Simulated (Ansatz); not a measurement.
# MgCd3F8: the band gap up the ladder of functionals

An exercise on one series of results from a longer session: the logs are not shown, and one member is left open.

The runs shown are made with Ansatz 0.2.0. PAW datasets, plane waves. The calculation is spin-unpolarised, and the structure need not be a phase that has been made.

**The cell**

The cell was relaxed beforehand with r2SCAN.

Space group Cmmm (No. 65), orthorhombic; a = 7.400 Å, b = 10.589 Å, c = 3.768 Å in the conventional setting, 12.30 Å³ an atom. Cd has 8 F at 2.28–2.33 Å; F has 1 Mg at 2.16 Å and 3 Cd at 2.33–2.34 Å; Cd has 8 F at 2.30–2.34 Å; F has 2 Mg at 2.25 Å and 2 Cd at 2.33 Å and 5 F at 2.46–2.56 Å; F has 4 Cd at 2.28–2.30 Å.

The structure in full:

Space group Cmmm (No. 65). a = 7.400 Å, b = 10.589 Å, c = 3.768 Å, α = 90.00°, β = 90.00°, γ = 90.00°
```json
{"atom": "Cd", "site": "4e", "symmetry": "..2/m", "x": "0.2500", "y": "0.2500", "z": "0.0000"}
{"atom": "F", "site": "8q", "symmetry": "..m", "x": "0.2349", "y": "0.8797", "z": "0.5000"}
{"atom": "Cd", "site": "2c", "symmetry": "mmm", "x": "0.5000", "y": "0.0000", "z": "0.5000"}
{"atom": "F", "site": "4i", "symmetry": "m2m", "x": "0.5000", "y": "0.6164", "z": "0.0000"}
{"atom": "F", "site": "4i", "symmetry": "m2m", "x": "0.5000", "y": "0.8752", "z": "0.0000"}
{"atom": "Mg", "site": "2d", "symmetry": "mmm", "x": "0.0000", "y": "0.0000", "z": "0.5000"}
```

The first run:

Contents of input.yaml:

```yaml
crystal:
  lattice:
    - [3.6999074228, -5.2947126726, 0.0]
    - [3.6999074228, 5.2947126726, 0.0]
    - [0.0, 0.0, 3.7677204265]
  atoms:
    - { symbol: Cd, position: [0.0, 0.5, 0.0] }
    - { symbol: F, position: [0.3552362424, 0.1145845504, 0.5] }
    - { symbol: F, position: [0.1145845504, 0.3552362424, 0.5] }
    - { symbol: Cd, position: [0.5, 0.5, 0.5] }
    - { symbol: F, position: [0.8836209777, 0.1163790223, 0.0] }
    - { symbol: F, position: [0.6248074596, 0.3751925404, 0.0] }
    - { symbol: Mg, position: [0.0, 0.0, 0.5] }
    - { symbol: F, position: [0.3751925404, 0.6248074596, 0.0] }
    - { symbol: F, position: [0.1163790223, 0.8836209777, 0.0] }
    - { symbol: Cd, position: [0.5, 0.0, 0.0] }
    - { symbol: F, position: [0.8854154496, 0.6447637576, 0.5] }
    - { symbol: F, position: [0.6447637576, 0.8854154496, 0.5] }
kpoints:
  mp_grid: { grid: [4, 4, 8] }
  band_path:
    path:
      - [[0.0, 0.0, 0.0], [-0.5, 0.5, 0.0], [-0.3720778660526, 0.6279221339474, 0.0]]
      - [[0.3720778660526, 0.3720778660526, 0.0], [0.0, 0.0, 0.0], [0.0, 0.0, 0.5], [0.3720778660526, 0.3720778660526, 0.5]]
      - [[-0.3720778660526, 0.6279221339474, 0.5], [-0.5, 0.5, 0.5], [-0.5, 0.5, 0.0]]
      - [[0.0, 0.0, 0.0], [-5.336267431265e-18, 0.5, 0.0], [-5.336267431265e-18, 0.5, 0.5], [0.0, 0.0, 0.5], [-0.5, 0.5, 0.5]]
    npoints: 10
hamiltonian:
  xc: pbe
scf:
  occupations: { method: fermi_dirac, width: 0.02 }
  n_extra_bands: 7
output:
  forces: true
  stress: true
  eigenvalues: true
```

Among the steps run: Band structure with PBE; Single point with r2SCAN; Single point with HSE06; PBE+SOC; PBE0.

One table of the session follows, with a row left open; its other results are not shown here.

| level | gap (eV) |
| --- | --- |
| PBE | 3.31 |
| r2SCAN | 4.00 |
| HSE06 | ? |
| PBE+SOC | 3.31 |
| PBE0 | 6.16 |

**Question.** Estimate the row for HSE06.

The run gave: gap (eV): 5.40. In the column «gap (eV)» it lies between r2SCAN (4.00) and PBE0 (6.16).

Meshes: PBE 4×4×8, r2SCAN 4×4×8, HSE06 4×4×4, PBE+SOC 4×4×8, PBE0 4×4×4

What this shows: The gap runs from 3.31 eV (PBE+SOC) to 6.16 eV (PBE0). PBE reaches 61 % of the HSE06 value, and r2SCAN 74 %. PBE0 lies 0.75 eV above HSE06, which differs from it by screening the long-range exchange.

To keep in mind: Warnings in the runs' records: stress scf threshold loose, stress exchange threshold loose.
